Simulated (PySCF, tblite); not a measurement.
**C6H9N2 radical: geometry, infrared bands and EPR parameters**

Aim: predict the infrared bands and EPR parameters of C6H9N2 radical (`N[C]1C=C(N)C=CC1`).

Computed with tblite 0.8.0 and PySCF 2.14.0, with density-fitted response routines of our own, on a single molecule in the gas phase. Atoms count from 0, in the outputs and in this text.

## (1) Starting geometry

17 atoms, charge 0, multiplicity 2; geometry from: force field or distance geometry start.

Bonds of the start (Å): N0–C1 1.46, C1–C2 1.45, C2–C3 1.33, C3–N4 1.35, C3–C5 1.46, C5–C6 1.34, C6–C7 1.50, C7–C1 1.51, N0–H8 1.02, N0–H9 1.03, C2–H10 1.08, N4–H11 1.01, N4–H12 1.01, C5–H13 1.09, C6–H14 1.08, C7–H15 1.10, C7–H16 1.10.

## (2) Optimising the geometry with GFN2-xTB

Job settings and geometry (Å):

```
{"job": {"kind": "relax", "xc": "GFN2-xTB", "basis": "xTB"}, "charge": 0, "multiplicity": 2}
N     -1.737500     1.976500     0.387500
C     -0.926200     0.780400     0.206200
C      0.382200     0.896100    -0.412200
C      1.203800    -0.139000    -0.585900
N      2.424500    -0.042900    -1.165300
C      0.797500    -1.461500    -0.107300
C     -0.394300    -1.672000     0.459500
C     -1.401300    -0.576400     0.666000
H     -1.181600     2.810700     0.553200
H     -2.412000     1.888100     1.161200
H      0.658700     1.881100    -0.772300
H      2.732000     0.847800    -1.533000
H      3.002200    -0.857200    -1.287900
H      1.501000    -2.286800    -0.227900
H     -0.667200    -2.663500     0.798900
H     -2.320900    -0.836700     0.120600
H     -1.667900    -0.532600     1.728700
```

On the command line:

```console
OMP_NUM_THREADS=1 python probes_run.py task.json out
```

One launch serves the whole session: the jobs run in the order shown.

Log:

```text
step      E/eV     max force
  0    -631.06592    4.792
  1    -631.37039    0.968
  2    -631.40976    0.572
  3    -631.43715    0.516
  4    -631.45306    0.420
  5    -631.47370    0.280
  6    -631.48295    0.185
  7    -631.48990    0.190
  8    -631.49595    0.179
  9    -631.50094    0.187
 10    -631.50538    0.187
 11    -631.51094    0.258
 12    -631.51900    0.337
 13    -631.52835    0.341
 14    -631.53791    0.195
 15    -631.54301    0.163
 16    -631.54597    0.170
 17    -631.54913    0.145
 18    -631.55214    0.100
 19    -631.55387    0.073
 20    -631.55479    0.065
 21    -631.55555    0.087
 22    -631.55642    0.071
 23    -631.55789    0.099
 24    -631.55864    0.094
 25    -631.55976    0.082
 26    -631.56074    0.067
 27    -631.56160    0.070
 28    -631.56218    0.064
 29    -631.56264    0.052
 30    -631.56303    0.041
 31    -631.56334    0.039
 32    -631.56353    0.031
 33    -631.56365    0.026
 34    -631.56375    0.022
 35    -631.56382    0.018
 36    -631.56389    0.018
 37    -631.56393    0.017
 38    -631.56397    0.016
 39    -631.56400    0.014
 40    -631.56403    0.014
 41    -631.56407    0.015
 42    -631.56411    0.017
 43    -631.56416    0.015
 44    -631.56420    0.013
 45    -631.56424    0.013
 46    -631.56426    0.012
 47    -631.56429    0.010
```

It took 0.28 s on 1 thread of Arm Neoverse V1, shared host.

The steps of the relaxation: (not every step is listed)

```tsv
step	energy from step 0 (eV)	largest force (eV/Å)
0	0.0000	4.7916
1	-0.3045	0.9682
2	-0.3438	0.5723
3	-0.3712	0.5162
4	-0.3871	0.4204
5	-0.4078	0.2799
6	-0.4170	0.1851
7	-0.4240	0.1896
8	-0.4300	0.1789
11	-0.4450	0.2582
14	-0.4720	0.1953
17	-0.4832	0.1451
20	-0.4889	0.0652
23	-0.4920	0.0989
26	-0.4948	0.0675
29	-0.4967	0.0515
32	-0.4976	0.0312
35	-0.4979	0.0177
38	-0.4981	0.0155
41	-0.4982	0.0146
42	-0.4982	0.0169
43	-0.4982	0.0146
44	-0.4983	0.0133
45	-0.4983	0.0127
46	-0.4983	0.0122
47	-0.4984	0.0102
```

Distances of close pairs at the start and the end, largest changes first:

```tsv
bond	before (Å)	after (Å)	change (Å)
C1–C2	1.452	1.360	-0.092
C2–C3	1.333	1.410	+0.077
N0–C1	1.457	1.389	-0.068
C3–C5	1.464	1.407	-0.057
C3–N4	1.355	1.393	+0.038
N0–H9	1.030	1.009	-0.021
C5–C6	1.336	1.355	+0.019
C1–C7	1.509	1.499	-0.010
```

The final coordinates are the input of the step that follows.

## (3) Vibrational analysis with GFN2-xTB

Job settings and geometry (Å):

```
{"job": {"kind": "ir", "xc": "GFN2-xTB", "basis": "xTB"}, "charge": 0, "multiplicity": 2}
N     -1.710964     1.862663     0.387513
C     -0.841028     0.788696     0.251454
C      0.387778     0.922678    -0.315579
C      1.236220    -0.183932    -0.521434
N      2.516417     0.000663    -1.038170
C      0.806386    -1.458459    -0.107757
C     -0.408625    -1.652892     0.459863
C     -1.383692    -0.541611     0.679064
H     -1.279124     2.773018     0.331342
H     -2.381611     1.783743     1.137471
H      0.732763     1.904412    -0.614284
H      2.624694     0.818801    -1.619294
H      2.932344    -0.827716    -1.437696
H      1.475488    -2.296838    -0.247945
H     -0.721073    -2.637369     0.772281
H     -2.319008    -0.744192     0.129818
H     -1.673961    -0.499637     1.743444
```

Log:

```text
mode    cm-1     km/mol
  1      97.5      0.87
  2     191.4      9.84
  3     290.5     12.93
  4     295.4      4.21
  5     321.6     10.65
  6     330.2     27.22
  7     415.5      1.66
  8     432.9     19.17
  9     450.9      6.18
 10     510.6      6.98
 11     517.0     17.41
 12     640.1    625.72
 13     667.9    152.68
 14     705.0     68.07
 15     716.6     17.81
 16     825.2     20.19
 17     874.8      0.34
 18     908.0      5.60
 19     942.4      0.21
 20     955.6      4.43
 21    1005.0      2.76
 22    1046.0     18.03
 23    1071.2      9.77
 24    1147.3      0.81
 25    1180.5      5.28
 26    1214.4    155.78
 27    1292.0      4.78
 28    1299.5     31.03
 29    1352.5     66.26
 30    1418.7     18.24
 31    1443.5     11.08
 32    1460.2     14.88
 33    1501.3     64.98
 34    1511.7     66.44
 35    1558.0      4.23
 36    1630.9    225.56
 37    2768.0     61.26
 38    2833.9    115.92
 39    3048.2     72.48
 40    3056.8     43.22
 41    3085.3     56.41
 42    3423.3      2.37
 43    3424.6      1.89
 44    3477.8      0.10
 45    3479.5      0.38
```

It took 0.52 s on 1 thread of Arm Neoverse V1, shared host.

The strongest bands and the atoms that carry them (share of the mass-weighted mode):

```tsv
cm⁻¹	km/mol	atoms
640	625.7	H8 37 %, H9 24 %, N0 18 %
668	152.7	H11 24 %, H12 24 %, N4 22 %
705	68.1	H14 58 %
1214	155.8	H10 33 %, C1 17 %, N0 11 %
1512	66.4	H12 31 %, H11 27 %, N4 14 %
1631	225.6	C1 32 %, C2 27 %, C5 14 %, C6 11 %
2834	115.9	H15 54 %, H16 42 %
3048	72.5	H10 91 %
```

## (4) EPR parameters: B3LYP/pcH-1

The job, as its differences from that of step 3:

```diff
@@ -1,2 +1,2 @@
-{"job": {"kind": "ir", "xc": "GFN2-xTB", "basis": "xTB"}, "charge": 0, "multiplicity": 2}
+{"job": {"kind": "epr", "basis": "pcH-1"}, "charge": 0, "multiplicity": 2}
 N     -1.710964     1.862663     0.387513
```

Method: UKS B3LYP, pcH-1 on C H N, non-relativistic, mean-field spin-orbit, GIAO.

Log:

```text
UKS, coarse grid
  cycle   1  E = -343.45213583  |g| = 4.09e-01
  cycle   2  E = -343.41840776  |g| = 4.92e-01
  cycle   3  E = -343.53760164  |g| = 6.81e-02
  cycle   4  E = -343.53891417  |g| = 5.18e-02
  cycle   5  E = -343.54033693  |g| = 9.15e-03
  cycle   6  E = -343.54040334  |g| = 6.80e-03
  cycle   7  E = -343.54044947  |g| = 3.29e-03
  cycle   8  E = -343.54046570  |g| = 1.21e-03
  cycle   9  E = -343.54046635  |g| = 4.99e-04
UKS, final grid
  cycle   1  E = -343.54047759  |g| = 6.92e-04
  cycle   2  E = -343.54047729  |g| = 1.11e-03
  cycle   3  E = -343.54047784  |g| = 7.55e-05
  cycle   4  E = -343.54047785  |g| = 6.34e-05
  cycle   5  E = -343.54047785  |g| = 2.96e-05
E = -343.54047785 Eh   <S^2> = 0.7746 (exact 0.7500)
g shifts (ppm)      1          2          3
  rmc          -172       -172       -172
  gc             -2         34         25
  oz_so         -13        666       1125
  total        -187        528        979
hyperfine (MHz)  atom isotope    a_iso     a_fc   dipolar eigenvalues
    0   14N       6.79       6.79     -3.09     -2.80      5.90
    1   13C      27.07      27.07    -25.37    -23.98     49.35
    2   13C     -30.81     -30.81    -18.51      8.09     10.42
    3   13C      38.96      38.96    -39.09    -37.82     76.91
    4   14N      14.77      14.77     -6.78     -6.51     13.29
    5   13C     -33.06     -33.06    -16.57      6.66      9.91
    6   13C      38.10      38.10    -35.27    -33.24     68.51
    7   13C     -30.86     -30.86     -0.79     -0.09      0.88
    8    1H       1.48       1.48     -3.55     -2.06      5.61
    9    1H       8.25       8.25     -2.88     -1.71      4.59
   10    1H       6.95       6.95     -3.67     -0.69      4.36
   11    1H       9.21       9.21     -7.54     -3.30     10.84
   12    1H       5.50       5.50     -6.93     -3.64     10.58
   13    1H       6.66       6.66     -3.99     -0.25      4.24
   14    1H     -28.65     -28.65    -16.81     -0.65     17.45
   15    1H     126.70     126.70     -2.92      0.07      2.85
   16    1H     114.95     114.95     -3.03      0.16      2.87
```

It took 84 s on 1 thread of Arm Neoverse V1, shared host; peak memory 0.96 GiB.

Principal g values 2.00213, 2.00285, 2.00330; g(iso) = 2.00276, against 2.00232 for a free electron.

Mean a(iso) over the nuclei that a row names, and the largest dipolar term of the row (other rows stand at the frozen geometry):

```tsv
nuclei	isotope	a(iso) (MHz)	a(iso) (G, at g = 2.0023)	largest dipolar term (MHz)
H15, H16	1H	120.8	43.1	-3.0
C3	13C	39.0	13.9	76.9
C6	13C	38.1	13.6	68.5
C5	13C	-33.1	-11.8	-16.6
C7	13C	-30.9	-11.0	0.9
C2	13C	-30.8	-11.0	-18.5
H14	1H	-28.7	-10.2	17.5
C1	13C	27.1	9.7	49.3
N4	14N	14.8	5.3	13.3
H11, H12	1H	7.4	2.6	10.8
H10	1H	7.0	2.5	4.4
N0	14N	6.8	2.4	5.9
H13	1H	6.7	2.4	4.2
H8, H9	1H	4.9	1.7	5.6
```

Mulliken spin populations:

N0 0.04; C1 0.28; C2 -0.16; C3 0.43; N4 0.10; C5 -0.16; C6 0.44; C7 -0.07; H8 0.00; H9 0.00; H10 0.01; H11 0.00; H12 0.00; H13 0.01; H14 -0.02; H15 0.06; H16 0.05

In first order the couplings over 0.8 MHz of 1H, 14N give 1944 distinct lines over 125.4 G, if the averaged nuclei exchange fast.

Orbitals, density, ELF and potential are computed afterwards from the orbital file.

ELF in a plane through or near 15 of the atoms.

Ten even steps from ' ' (0.00) to '@' (1.00):
```
                                                        
                                                        
                          ::--..                        
                        **@@@@%%..                      
                ..      %%@@@@@@::                      
            --%%@@%%::  ++@@@@**                        
            **@@@@@@%%==**::::**------..                
            ..%%@@@@**..%%++**@@::==**==..              
                ..==++--++--==++::..++::                
      ..%%@@@@++..--**##++  ..##@@%%::    ....          
      ::%%@@@@%%++##::::**==++::..++::::##%%##::        
        ++%%%%++--%%****@@--****::%%****@@@@%%==        
          ..==%%%%**..::++::++==::**--::####==..        
          ..##@@@@%%  ::@@@@@@..  ##@@@@++..            
            **@@@@==  --@@@@@@..  %%@@@@**..            
              ::::    ..%%@@##    --%%%%--              
                          ..                            
                                                        
                                                        
                                                        
```
The map spans 11.9 Å across and 10.9 Å up, centred on the molecule. Atoms in the plane (x, y in Å): N0 (2.2, -1.2), C1 (1.1, -0.5), C2 (-0.1, -1.0), C3 (-1.3, -0.3), N4 (-2.6, -0.9), C5 (-1.2, 1.1), C6 (0.0, 1.8), C7 (1.3, 1.0), H8 (2.2, -2.2), H9 (3.1, -0.8), H10 (-0.2, -2.1), H11 (-2.6, -1.8), H12 (-3.4, -0.3), H13 (-2.1, 1.7), H14 (0.0, 2.8).

On the surface of density 0.002 e/bohr³ the electrostatic potential runs, from the 1st to the 99th percentile, from -1.45 V near N4 to 1.70 V near H8.

The spin density lies nearest to C3, C6 about 22 % each; C1 15 %; N4 7 %.

## (5) What came out

```
                                 quantity                      value
strongest single infrared mode (GFN2-xTB)       640 cm⁻¹, 626 km/mol
             zero-point energy (GFN2-xTB)              86.9 kcal/mol
                           g(iso) (B3LYP)                    2.00276
                                     ⟨S²⟩         0.775 (exact 0.75)
       largest a(iso) (averaged by class)  1H on H15, H16, 120.8 MHz
    surface potential, 1st and 99th percentile         -1.45 V and 1.70 V
```

What this shows: Over 47 steps the energy fell by 0.498 eV; of the close pairs, C1–C2 changed most, 1.452 to 1.360 Å. All 45 modes are real, so the xTB geometry is a minimum. The strongest single mode, at 640 cm⁻¹, is spread over several atoms, H8, H9, N0 among them. Unscaled tight-binding wavenumbers are off by several per cent, some by more. Its intensities can rank the bands wrongly. The largest spin populations lie on C6 (0.44 e), C3 (0.43 e). The isotropic g lies 0.4 ppt above the free-electron value.
